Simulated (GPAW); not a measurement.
**BiTe in GPAW: the effect of target pressure**

The system is BiTe.

```xyz
2
Lattice="2.4227 1.3988 3.3173 -2.4227 1.3988 3.3173 0.0000 -2.7975 3.3173" Properties=species:S:1:pos:R:3 pbc="T T T"
Bi    0.0000    0.0000    4.9759
Te    0.0000    0.0000    0.0000
```

The cell comes from a database or a generator and needn't be the stable form of this composition.

Alike in all runs:

| Property | Result |
| --- | --- |
| Program | GPAW 26.7.0 |
| Task | relaxation of cell and atoms |
| Functional | PBEsol |
| Potentials or basis | PAW data sets generated in the run's folder for this functional |
| Cutoff | 600 eV |
| Basis | pw |
| k mesh | 5 × 5 × 5 |
| Occupations | fermi-dirac, width 0.05 eV |
| Spin | no spin polarisation |

Each run relaxes the cell or the atoms first.

```tsv
target pressure	target pressure	relaxed volume (Å³/atom)
0 GPa	-	31.53
2 GPa	2 GPa	30.26
5 GPa	5 GPa	28.60
10 GPa	10 GPa	26.57
20 GPa	20 GPa	23.21
30 GPa	30 GPa	?
```

**Question.** What does the run with target pressure 30 GPa give?

**Answer.** Relaxed volume 21.90 Å³/atom.

Worked out: In Murnaghan's law V^(-B') rises as a straight line in P. The other rows fit best with B' = 2.0, V0 = 31.53 Å³/atom and B0 = 48 GPa, which gives 20.97 Å³/atom at 30 GPa, against the run's 21.90.

Caveats: later steps reuse the first step's grids; the volume moved by over 15 % at a fixed basis, so the end points are rough (some runs).
